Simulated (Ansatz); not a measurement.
# HfN: the cost of one run

Method: DFT PBEsol, scalar-relativistic, plane waves, PAW, in Ansatz 0.2.0.

That is the level of the relaxation; later steps name their own.

1 further run of the same task is left out (set aside as unsound or not needed).

## 1. The system as given

Symmetry: Fm-3m, No. 225, cubic system. Conventional cell: a = 4.502 Å, b = 4.502 Å, c = 4.502 Å, α = 90.00°, β = 90.00°, γ = 90.00°. Around Hf (site symmetry m-3m) lie 6 N at 2.25 Å. N (site symmetry m-3m) has 6 Hf at 2.25 Å as nearest neighbours.

Coordinates:

```xyz
2
Lattice="0.0000 2.2509 2.2509 2.2509 0.0000 2.2509 2.2509 2.2509 0.0000" Properties=species:S:1:pos:R:3 pbc="T T T"
Hf    0.0000    0.0000    0.0000
N     2.2509    2.2509    2.2509
```

This cell was relaxed beforehand with the same method: volume 11.40 Å³/atom, gap on the mesh none (metal).

## 2. Levels with PBEsol

Contents of input.yaml:

```yaml
crystal:
  lattice:
    - [0.0, 2.2508709353, 2.2508709353]
    - [2.2508709353, 0.0, 2.2508709353]
    - [2.2508709353, 2.2508709353, 0.0]
  atoms:
    - { symbol: Hf, position: [0.0, 0.0, 0.0] }
    - { symbol: "N", position: [0.5, 0.5, 0.5] }
basis:
  ecutwfc: 420
kpoints:
  mp_grid: { grid: [16, 16, 16] }
  band_path:
    path:
      - [0.0, 0.0, 0.0]
      - [0.5, 0.0, 0.5]
      - [0.625, 0.25, 0.625]
      - [0.375, 0.375, 0.75]
      - [0.5, 0.5, 0.5]
      - [0.5, 0.25, 0.75]
    npoints: 1
hamiltonian:
  xc: pbesol
scf:
  occupations: { method: gaussian, width: 0.1 }
  n_extra_bands: 4
output:
  forces: true
  stress: true
  eigenvalues: true
```

Run with:

```bash
ansatz run input.yaml --threads 1 --pin off --max-ram 2560MiB --backend cpu --events-out ev --progress --plain --runs-dir out
```

Q: Estimate wall time and peak memory on 1 thread of Intel Xeon Platinum 8375C at 2.90GHz (Ice Lake), shared host.

About 6.5 s, with a peak of 0.38 GiB.
